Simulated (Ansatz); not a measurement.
**C₂H₄OSe: up Jacob's ladder to CCSD(T)**

Aim: compute C₂H₄OSe with functionals from several rungs and with coupled cluster. The yardstick is the atomisation energy at the CCSD(T) limit.

Computed with Ansatz 0.2.0, Gaussian basis. Level: functionals in def2-TZVPP, the program's frozen cores in correlated methods.

Levels to be run: LDA (SPW92), PBE-D4, revPBE-D4, BLYP-D4, r2SCAN-D4, B97M-V, PBE0-D4, B3LYP-D4, r2SCANh-D4, r2SCAN0-D4, HSE06-D4, BHLYP-D4, CAM-B3LYP-D4, LC-ωPBE, ωB97X-V, ωB97M-V, B2PLYP, PBE-QIDH; CCSD(T)/def2-SVP; CCSD(T)/def2-TZVPP; MP2/def2-QZVPP; extrapolation to the limit; RPA on PBE.

### 1 Structure used throughout

All runs share one geometry, relaxed beforehand with PBE0-D4 in a triple-zeta def2 set.

SMILES `CC(=O)[SeH]`, 8 atoms, charge 0, spin multiplicity 1.

Atoms are counted from 1 here; the program's logs count them from 0.

Bond lengths: C1–C2 1.500 Å, C1–H5 1.090 Å, C1–H6 1.092 Å, C1–H7 1.092 Å, C2–O3 1.192 Å, C2–Se4 1.953 Å, Se4–H8 1.469 Å. Angles: C2–C1–H5 109.1°, C2–C1–H6 110.0°, C2–C1–H7 110.0°, H5–C1–H6 110.0°, H5–C1–H7 110.0°, H6–C1–H7 107.8°, C1–C2–O3 124.9°, C1–C2–Se4 116.4°, O3–C2–Se4 118.7°, C2–Se4–H8 95.8°.

Geometry (Å):

```xyz
8
C2H4OSe
C     0.4580    0.7329    0.0347
C     0.0730   -0.5340   -0.6704
O     0.4900   -0.8779   -1.7331
Se   -1.2101   -1.6833    0.2499
H     1.1712    1.2802   -0.5811
H    -0.4287    1.3444    0.2128
H     0.9036    0.5000    1.0039
H    -1.3648   -0.8194    1.4274
```

### 2 LDA

This LDA is Slater exchange with PW92 correlation.

in.yaml reads:

```yaml
crystal:
  periodic: [false, false, false]
  atoms:
    - {symbol: C, position_ang: [0.458039, 0.732878, 0.034697]}
    - {symbol: C, position_ang: [0.073022, -0.534002, -0.670417]}
    - {symbol: O, position_ang: [0.490008, -0.877860, -1.733059]}
    - {symbol: Se, position_ang: [-1.210136, -1.683284, 0.249866]}
    - {symbol: H, position_ang: [1.171204, 1.280219, -0.581113]}
    - {symbol: H, position_ang: [-0.428677, 1.344428, 0.212788]}
    - {symbol: H, position_ang: [0.903587, 0.500001, 1.003893]}
    - {symbol: H, position_ang: [-1.364847, -0.819381, 1.427444]}
basis:
  gaussian: {orbitals: def2-TZVPP}
hamiltonian: {xc: lda}
output: {orbitals: {seedname: orbitals}}
```

Run with:

```sh
$ ansatz run in.yaml --threads 2 --pin off --events-out ev --progress --plain --max-ram 4352MiB
```

Further steps of the session: PBE-D4 (GGA); revPBE-D4 (GGA); BLYP-D4 (GGA); r2SCAN-D4 (meta-GGA); B97M-V (meta-GGA); PBE0-D4 (hybrid); B3LYP-D4 (hybrid); r2SCANh-D4 (hybrid); r2SCAN0-D4 (hybrid); HSE06-D4 (hybrid); BHLYP-D4 (hybrid); CAM-B3LYP-D4 (range-separated); LC-ωPBE (range-separated); ωB97X-V (range-separated); ωB97M-V (range-separated); B2PLYP (double hybrid); PBE-QIDH (double hybrid); CCSD(T) in def2-SVP; CCSD(T) in def2-TZVPP; MP2 in def2-QZVPP; RPA on PBE orbitals.

**Question.** What will the summary of the whole plan be? Wanted: atomisation energy, CCSD(T)/CBS; farthest beyond LDA; mean size of error, GGA; mean size of error, meta-GGA; mean size of error, hybrid; mean size of error, range-separated; mean size of error, double hybrid; gap, smallest and largest; T1 diagnostic.

The runs gave:

| quantity | value |
| --- | --- |
| atomisation energy, CCSD(T)/CBS | 31.529 eV |
| functionals within 0.315 eV (1.0 %) | revPBE-D4, BLYP-D4, r2SCAN-D4, B97M-V, PBE0-D4, B3LYP-D4, r2SCANh-D4, HSE06-D4, CAM-B3LYP-D4, LC-ωPBE, ωB97X-V, ωB97M-V, B2PLYP, PBE-QIDH |
| farthest beyond LDA | BHLYP-D4 (-1.341 eV) |
| mean size of error, GGA | 0.560 eV |
| mean size of error, meta-GGA | 0.171 eV |
| mean size of error, hybrid | 0.391 eV |
| mean size of error, range-separated | 0.076 eV |
| mean size of error, double hybrid | 0.274 eV |
| gap, smallest and largest | 4.30 eV (LDA (SPW92)), 11.65 eV (LC-ωPBE) |
| T1 diagnostic | 0.0136 |
| triples share of the correlation energy | 4.1 % |

The LDA atomisation energy is off by 5.398 eV (17 %): it overbinds. PBE-D4 misses by +1.148 eV. Double hybrids carry the basis error of their MP2 part in triple zeta, and no dispersion term here, so their miss is partly the set-up's. The rungs range-separated, meta-GGA, double hybrid miss on average by less than the doubt on the reference (0.315 eV), so they tie. The reference freezes the cores and leaves out relativity and excitations past (T), and its outer-core shells are covered unevenly, so misses under about 0.315 eV can't be ranked. All levels share the lack of spin-orbit coupling, which lowers the free heavy atoms and so the true binding. Hartree-Fock recovers 69 % of the binding; the rest is correlation. CCSD(T) in def2-SVP is off by -1.693 eV, worse than the median functional, from the basis alone. Orbital gaps span 4.3 to 11.7 eV; exact exchange widens them. Correlated methods include outer-core shells of Se, which these sets cover unevenly.
